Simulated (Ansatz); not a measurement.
WAu:

```
W Au
1.0
     0.00000    2.90921    2.90921
     2.90921    0.00000    2.90921
     2.90921    2.90921    0.00000
W Au
1 1
Direct
  0.00000 0.00000 0.00000
  0.75000 0.75000 0.75000
```

The cell was built by a generator and needn't be a form met in nature.

| Quantity | Value |
| --- | --- |
| Program | Ansatz 0.2.0 |
| Task | single point |
| Functional | PBE |
| Potentials or basis | all-electron LAPW, scalar-relativistic |
| Cutoff | 348 eV (chosen from the basis error) |
| Basis error allowed | 0.001 eV/atom |
| k mesh | 8 × 8 × 8 |
| Occupations | fermi-dirac, width 0.05 eV |
| Spin | no spin polarisation |

On this cell: pressure 0.1 GPa; largest force zero by symmetry; band gap on the k mesh none (metal or under the smearing width).

The same run follows on a disturbed copy (atoms moved at random, drawn with an rms of 0.05 Å):

```
W Au
1.0
     0.00000    2.90921    2.90921
     2.90921    0.00000    2.90921
     2.90921    2.90921    0.00000
W Au
1 1
Direct
  0.99667 0.98627 0.99914
  0.74852 0.75552 0.74640
```

**Question.** What changes?

**Answer.** The energy (extrapolated to zero smearing) moves by +18.4 meV/atom; pressure 0.4 GPa; largest force 0.947 eV/Å; band gap on the k mesh none (metal or under the smearing width).

Forces in eV/Å, atoms in the order of the input:
```
W    0.583  0.054  0.744
Au  -0.583 -0.054 -0.744
```

Stress tensor (GPa, compression positive):
```
0.41 3.03 0.21
3.03 0.54 2.37
0.21 2.37 0.33
```

The runs don't all hold the same shells in valence.
